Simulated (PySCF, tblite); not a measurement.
# C4H10B2FN: geometry, infrared bands and NMR shifts

Wanted: the infrared bands and NMR shifts of C4H10B2FN (`BNB(/C=C/F)CC`), by calculation.

The runs use tblite 0.8.0 and PySCF 2.14.0, with density-fitted response routines of our own; the level of theory stands in each step. All values are computed, except where a source is named. Atoms count from 0, in the outputs and in this text.

**1. The starting structure**

18 atoms, charge 0, multiplicity 1; geometry from: force field or distance geometry start.

Bonds of the start (Å): B0–N1 1.51, N1–B2 1.52, B2–C3 1.58, C3–C4 1.33, C4–F5 1.36, B2–C6 1.60, C6–C7 1.51, B0–H8 1.20, B0–H9 1.18, N1–H10 1.02, C3–H11 1.09, C4–H12 1.10, C6–H13 1.12, C6–H14 1.11, C7–H15 1.12, C7–H16 1.11, C7–H17 1.10.

**2. Optimising the geometry with GFN2-xTB**

Job settings and geometry (Å):

```
{"job": {"kind": "relax", "xc": "GFN2-xTB", "basis": "xTB"}, "charge": 0, "multiplicity": 1}
B      2.250400    -0.836800     0.328100
N      1.628700    -0.113900    -0.843500
B      0.127000     0.032600    -0.675200
C     -0.349000     1.447000    -0.159100
C      0.520000     2.413100     0.111800
F      0.062900     3.618400     0.560000
C     -0.807200    -1.223800    -0.339400
C     -2.077500    -0.815100     0.377100
H      1.870500    -0.639000     1.451000
H      3.306800    -1.359400     0.210700
H      1.908200    -0.446800    -1.761700
H     -1.415500     1.588700     0.003700
H      1.592700     2.239700    -0.047500
H     -1.100200    -1.734400    -1.293600
H     -0.275300    -1.943500     0.313600
H     -2.711100    -1.729900     0.528500
H     -2.649300    -0.043300    -0.174200
H     -1.890900    -0.447300     1.398200
```

Command:

```
> OMP_NUM_THREADS=1 python probes_run.py task.json out
```

The driver reads the jobs from task.json and runs them one after another.

**Question.** This job is followed by: GFN2-xTB harmonic vibrations, gas phase; GIAO PBE0/pcSseg-1 NMR shielding, non-relativistic, gas phase. Predict these results of the whole session: strongest single infrared mode (GFN2-xTB); zero-point energy (GFN2-xTB); 13C shifts against TMS (PBE0/pcSseg-1); 1H shifts against TMS (PBE0/pcSseg-1, means over atoms taken as alike); 11B shifts against BF3·OEt2 (PBE0/pcSseg-1); 15N shifts against NH3 (PBE0/pcSseg-1); 19F shifts against CFCl3 (PBE0/pcSseg-1).

The runs gave:

| quantity | value |
| --- | --- |
| strongest single infrared mode (GFN2-xTB) | 1394 cm⁻¹, 539 km/mol |
| zero-point energy (GFN2-xTB) | 88.4 kcal/mol |
| 13C shifts against TMS (PBE0/pcSseg-1) | 168.4, 117.0, 14.4, 12.1 ppm |
| 1H shifts against TMS (PBE0/pcSseg-1, means over atoms taken as alike) | 7.12, 7.12, 6.30, 5.47, 1.31, 1.19 ppm |
| 11B shifts against BF3·OEt2 (PBE0/pcSseg-1) | 50.9, 46.6 ppm |
| 15N shifts against NH3 (PBE0/pcSseg-1) | 181.6 ppm |
| 19F shifts against CFCl3 (PBE0/pcSseg-1) | -83.1 ppm |

What this shows: The optimisation took 194 steps and gained 1.362 eV; among the close pairs (by a distance rule), B0–N1 changed most, from 1.511 to 1.406 Å. All 48 modes are real, so the xTB geometry is a minimum. The strongest single mode, at 1394 cm⁻¹, has its largest shares on N1, H10, B0 and B2 (the list is cut at 4 atoms). Unscaled tight-binding wavenumbers are off by several per cent, some by more. Its intensities can rank the bands wrongly. At PBE0/pcSseg-1: The largest span, 297 ppm, is at N1, where the paramagnetic term is -236 ppm.
